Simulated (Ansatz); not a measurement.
# PBE/def2-SVP (core potential) run of CH6FNSn (SMILES [CH3][SnH]([NH2])[F])

Aim: the energy change on altering one bond length of CH6FNSn at PBE/def2-SVP (core potential), from 2 runs. 

Program for the calculation: Ansatz 0.2.0.

112 further runs of the same task are left out: 112 set aside as unsound or not needed.

## Step 1: The system as given

CH6FNSn: 10 atoms, total charge 0, spin state singlet. SMILES: `[CH3][SnH]([NH2])[F]`. The shape is that of a PBE0-D4/def2-TZVP optimisation. This is one conformer, not always the lowest.

Bond lengths: C1–Sn2 2.121 Å, Sn2–N3 2.000 Å, Sn2–F4 1.931 Å, C1–H5 1.090 Å, C1–H6 1.090 Å, C1–H7 1.089 Å, Sn2–H8 1.704 Å, N3–H9 1.008 Å, N3–H10 1.008 Å. Some angles: C1–Sn2–N3 111.9°, C1–Sn2–F4 103.5°, N3–Sn2–F4 105.0°, C1–Sn2–H8 120.3°, N3–Sn2–H8 111.0°, F4–Sn2–H8 103.2°, Sn2–C1–H5 108.9°, Sn2–C1–H6 110.7°, Sn2–C1–H7 109.4°, Sn2–N3–H9 117.9°.

## Step 2: A single-point energy at PBE/def2-SVP (core potential)

in.yaml

```yaml
crystal:
  periodic: [false, false, false]
  atoms:
    - {symbol: C, position_ang: [-1.023300, 1.186900, 0.305600]}
    - {symbol: Sn, position_ang: [-0.012600, -0.424100, -0.632800]}
    - {symbol: "N", position_ang: [1.522200, -1.085200, 0.465800]}
    - {symbol: F, position_ang: [-1.308600, -1.855400, -0.593400]}
    - {symbol: H, position_ang: [-1.191500, 0.935400, 1.352900]}
    - {symbol: H, position_ang: [-0.432400, 2.100700, 0.242800]}
    - {symbol: H, position_ang: [-1.985300, 1.342500, -0.181300]}
    - {symbol: H, position_ang: [0.413300, -0.329300, -2.280300]}
    - {symbol: H, position_ang: [1.719700, -0.610700, 1.333200]}
    - {symbol: H, position_ang: [2.381600, -1.312000, -0.009700]}
basis:
  gaussian:
    orbitals: def2-SVP
hamiltonian:
  xc: {name: PBE}
accuracy: high
output: {orbitals: {seedname: orbitals}}
```

Started as:

```bash
$ ansatz run in.yaml --threads 1 --pin off --max-ram 3480MiB --events-out events.jsonl --progress --plain --runs-dir runs
```

What it wrote:

```text
Warning: RAYON_NUM_THREADS=1 ignored (pool sized by the plan → 1); use --threads N
Functional definition: PBE
  name "PBE"
  parameter kappa = 0.804
  parameter beta = 0.06672455060314922
  exchange = pbe_x(kappa = kappa, mu = beta*pi^2/3)
  correlation = pbe_c(beta = beta)
2383 factors; integrals over basis functions are off by at most 8.1e-9 eV
mean field evaluation 1: about -11146.9112 eV, gradient 8.8e1 eV
mean field evaluation 2: about -11087.6119 eV, gradient 1.6e2 eV
mean field evaluation 4: about -11162.5781 eV, gradient 1.7e1 eV
mean field evaluation 8: about -11163.2846 eV, gradient 7.2e-1 eV
mean field evaluation 16: about -11163.2856 eV, gradient 3.1e-5 eV
mean field -11163.28556454 eV, -410.2431777501 hartree, gradient 1.1e-8 eV, S^2 0.000000; 0 other end points of the search recorded, 0 dependent functions left out
reference -11163.28556860 eV, -410.2431778993 hartree; 25, 25 occupied and 73, 73 virtual orbitals, 2383 factors
Total energy: -11163.28556860 eV, -410.2431778993 hartree
```

It took 8.7 s on 1 thread of Arm Neoverse V2, shared host; peak memory 0.29 GiB.

## Step 3: The distorted shape, same level

job.yaml

```yaml
crystal:
  periodic: [false, false, false]
  atoms:
    - {symbol: C, position_ang: [-1.364011, 1.111062, 1.623564]}
    - {symbol: Sn, position_ang: [-0.353311, -0.499938, 0.685164]}
    - {symbol: N, position_ang: [1.181489, -1.161038, 1.783764]}
    - {symbol: F, position_ang: [-1.649311, -1.931238, 0.724564]}
    - {symbol: H, position_ang: [-1.532211, 0.859562, 2.670864]}
    - {symbol: H, position_ang: [-0.773111, 2.024862, 1.560764]}
    - {symbol: H, position_ang: [-2.326011, 1.266662, 1.136664]}
    - {symbol: H, position_ang: [0.413300, -0.329300, -2.280300]}
    - {symbol: H, position_ang: [1.378989, -0.686538, 2.651164]}
    - {symbol: H, position_ang: [2.040889, -1.387838, 1.308264]}
basis:
  gaussian:
    orbitals: def2-SVP
hamiltonian:
  xc: {name: PBE}
accuracy: high
output: {orbitals: {seedname: orbitals}}
```

Started as:

```bash
$ ansatz run job.yaml --threads 1 --pin off --max-ram 3480MiB --events-out events.jsonl --progress --plain --runs-dir runs
```

What it wrote, shortened:

```text
Warning: RAYON_NUM_THREADS=1 ignored (pool sized by the plan → 1); use --threads N
[... 6 set-up lines as earlier in the session ...]
2343 factors; integrals over basis functions are off by at most 1.7e-8 eV
mean field evaluation 1: about -11143.2621 eV, gradient 8.9e1 eV
mean field evaluation 2: about -11063.2856 eV, gradient 1.7e2 eV
mean field evaluation 4: about -11157.0407 eV, gradient 2.4e1 eV
mean field evaluation 8: about -11160.4714 eV, gradient 4.4e0 eV
mean field evaluation 16: about -11160.6010 eV, gradient 1.1e-4 eV
mean field -11160.60102755 eV, -410.1445228352 hartree, gradient 1.3e-8 eV, S^2 0.000000; 0 other end points of the search recorded, 0 dependent functions left out
reference -11160.60103173 eV, -410.1445229888 hartree; 25, 25 occupied and 73, 73 virtual orbitals, 2343 factors
Total energy: -11160.60103173 eV, -410.1445229888 hartree
```

Run time: 9 s. Hardware: 1 thread of Arm Neoverse V2, shared host; peak memory 0.28 GiB.

## Step 4: Results

Level: PBE/def2-SVP (core potential).

```
                                                          quantity          value
                                         first shape: total energy  -410.24318 Eh
                                          first shape: HOMO energy       -5.67 eV
                                          first shape: LUMO energy       -0.55 eV
                                        first shape: HOMO–LUMO gap        5.12 eV
                                     distorted shape: total energy  -410.14452 Eh
                                      distorted shape: HOMO energy       -5.70 eV
                                      distorted shape: LUMO energy       -3.88 eV
                                    distorted shape: HOMO–LUMO gap        1.82 eV
energy change with the Sn2–H8 bond stretched from 1.704 to 3.068 Å       2.685 eV
```

**Reading.** One bond (distorted shape) is far stretched, which a spin-restricted single reference describes badly; a broken-symmetry solution may lie lower. With the Sn2–H8 bond stretched from 1.704 to 3.068 Å the energy rises by 2.68 eV (259 kJ/mol). The first shape isn't relaxed at this level, so the change isn't measured from a minimum. A restricted reference can't describe the breaking bond well at this length.
